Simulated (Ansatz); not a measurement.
# C4H7AlO3: small, medium and large basis sets

The task here is to estimate one member of a computed series from the others.

Computed with Ansatz 0.2.0, Gaussian basis. Level: one geometry, several basis sets.

The runs, in order: PBE0-D4/def2-SVP; ωB97M-V/def2-SVP; PBE0-D4/def2-QZVPP; ωB97M-V/def2-QZVPP; the functionals' def2-TZVPP values are taken from earlier runs.

## The relaxed structure

The geometry comes from an earlier relaxation with PBE0-D4 in a triple-zeta def2 set; it is a stationary point, not always the lowest conformer.

SMILES `[CH3][Al-]1([OH])[O]C=CC=[O+]1`, 15 atoms, charge 0, spin multiplicity 1.

Atoms are counted from 1 here; the program's logs count them from 0.

Bond lengths: C1–Al2 1.945 Å, C1–H9 1.094 Å, C1–H10 1.095 Å, C1–H11 1.095 Å, Al2–O3 1.709 Å, Al2–O4 1.843 Å, Al2–O8 1.843 Å, O3–H12 0.954 Å, O4–C5 1.265 Å, C5–C6 1.390 Å, C5–H13 1.095 Å, C6–C7 1.390 Å, C6–H14 1.081 Å, C7–O8 1.265 Å, C7–H15 1.095 Å. Angles: Al2–C1–H9 112.0°, Al2–C1–H10 111.7°, Al2–C1–H11 111.7°, H9–C1–H10 107.1°, H9–C1–H11 107.1°, H10–C1–H11 107.0°, C1–Al2–O3 123.0°, C1–Al2–O4 111.6°, C1–Al2–O8 111.6°, O3–Al2–O4 106.2°, O3–Al2–O8 106.1°, O4–Al2–O8 94.4°, Al2–O3–H12 123.4°, Al2–O4–C5 125.9°, O4–C5–C6 125.7°, O4–C5–H13 115.8°, C6–C5–H13 118.5°, C5–C6–C7 121.3° and more.

Set-up of the first run:

Input file in.yaml:

```yaml
crystal:
  periodic: [false, false, false]
  atoms:
    - {symbol: C, position_ang: [-1.757455, 1.711431, -0.091653]}
    - {symbol: Al, position_ang: [-0.746860, 0.175588, 0.542925]}
    - {symbol: O, position_ang: [-1.189788, -0.723254, 1.926844]}
    - {symbol: O, position_ang: [1.041669, 0.573947, 0.740999]}
    - {symbol: C, position_ang: [2.004777, -0.060944, 0.222137]}
    - {symbol: C, position_ang: [1.891399, -1.097978, -0.695772]}
    - {symbol: C, position_ang: [0.651450, -1.522025, -1.157868]}
    - {symbol: O, position_ang: [-0.468571, -1.056659, -0.798852]}
    - {symbol: H, position_ang: [-1.308120, 2.156277, -0.984918]}
    - {symbol: H, position_ang: [-2.786051, 1.440669, -0.350184]}
    - {symbol: H, position_ang: [-1.815335, 2.499803, 0.665504]}
    - {symbol: H, position_ang: [-1.949913, -0.518460, 2.465065]}
    - {symbol: H, position_ang: [3.006201, 0.258942, 0.528263]}
    - {symbol: H, position_ang: [2.786832, -1.568125, -1.076147]}
    - {symbol: H, position_ang: [0.617763, -2.320012, -1.906843]}
basis:
  gaussian: {orbitals: def2-SVP}
hamiltonian: {xc: pbe0, dispersion: d4}
output: {orbitals: {seedname: orbitals}}
```

On the command line:

```bash
ansatz run in.yaml --threads 2 --pin off --events-out ev --progress --plain --max-ram 32768MiB --backend cpu
```

Among the steps run: PBE0-D4 in def2-SVP; ωB97M-V in def2-SVP; PBE0-D4 in def2-QZVPP; ωB97M-V in def2-QZVPP.

One of the session's tables, all rows but one given; the rest of the session is left out.

It belongs to the step «Functionals by basis». 

| functional | basis | HOMO (eV) | LUMO (eV) |
| --- | --- | --- | --- |
| PBE0-D4 | def2-SVP | -7.43 | -2.18 |
| PBE0-D4 | def2-TZVPP | -7.51 | -2.29 |
| PBE0-D4 | def2-QZVPP | ? | ? |
| ωB97M-V | def2-SVP | -9.61 | 0.01 |
| ωB97M-V | def2-TZVPP | -9.69 | -0.15 |
| ωB97M-V | def2-QZVPP | -9.72 | -0.22 |

Q: Estimate the row for PBE0-D4, def2-QZVPP from the others.

As computed: HOMO (eV): -7.54; LUMO (eV): -2.34. In the column «HOMO (eV)» it lies between ωB97M-V, def2-SVP (-9.61) and PBE0-D4, def2-TZVPP (-7.51).
